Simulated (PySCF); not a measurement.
**ErS: bond curves at several levels of theory**

One job finds the state of ErS, follows it along the bond with each method and fits the curves.

Method: Er x2c-TZVPall, S x2c-TZVPall, spin-free X2C with a Gaussian nucleus; program: PySCF 2.14.0.

### Step 1. Set-up

Settings of the job:

* atoms: Er, S
* charge: 0
* basis: Er x2c-TZVPall, S x2c-TZVPall
* Hamiltonian: spin-free X2C with a Gaussian nucleus
* basis functions: 141
* electrons treated: 84
* masses in u: 165.9303, 31.9721
* levels: PBE0, PBE, r²SCAN, B3LYP, M06, HSE06, HF, MP2, SCS-MP2
* grid: 80 radial by 434 angular points
* occupations: held fixed by the projection of orbital angular momentum
* dissociation limit: Er + S, each in its ground configuration
* starting distance in angstrom: 2.277
* values of 2S to try: 0, 2, 4

Launch:

```bash
$ OMP_NUM_THREADS=4 python dia.py task.json out
```

The runs that follow: First curve: PBE0; Higher solutions at PBE0; PBE; r²SCAN; B3LYP (global hybrid GGA); M06; HSE06; UHF (mean field).

**Question.** What will these runs give? Wanted: for each run, Re; ωe; De; μ.

**Answer**, as computed:

Lowest PBE0 solution found, without spin–orbit coupling: ⁵Φ (quintet), unpaired electrons σ ↑, π ↑↑, φ ↑, about 11.1 electrons in the 4f shell (Mulliken). State 2 has its PBE0 minimum 0.10 eV higher, as a spin-mixed determinant (⟨S²⟩ = 2.79), so this is no gap between pure states. State 3 has its PBE0 minimum 0.58 eV higher. The other levels ran on the lowest alone.

```tsv
level	Re (Å)	ωe (cm⁻¹)	De (eV)	μ (D)
UHF	2.298	478	5.54	-7.78
UHF-MP2	2.235	492	3.28	n/a
UHF-SCS-MP2	2.252	485	3.46	n/a
PBE	2.337	370	3.90	-5.45
r²SCAN	2.281	428	4.68	-6.06
B3LYP	2.280	446	3.59	-6.32
PBE0	2.257	471	3.98	-6.44
M06	2.288	441	3.04	-5.69
HSE06	2.260	469	4.04	-6.45
```

De is counted to Er + S in their ground configurations. A positive dipole means Er(−)S(+).

What this shows: The methods spread over 0.102 Å in bond length, from UHF-MP2 to PBE. Among the levels with a De in the table, it runs from 3.04 eV (M06) to 5.54 eV (UHF).

Correlated steps freeze 23 core orbitals. Spin–orbit coupling is left out, which matters for elements this heavy, above all for dissociation energies. With d or f electrons several states lie close, and the lowest PBE0 determinant need not be the measured ground state. At some levels the lowest empty orbital lies below the highest filled one (the two can be of opposite spin). With spin–orbit coupling the term label itself may not hold.
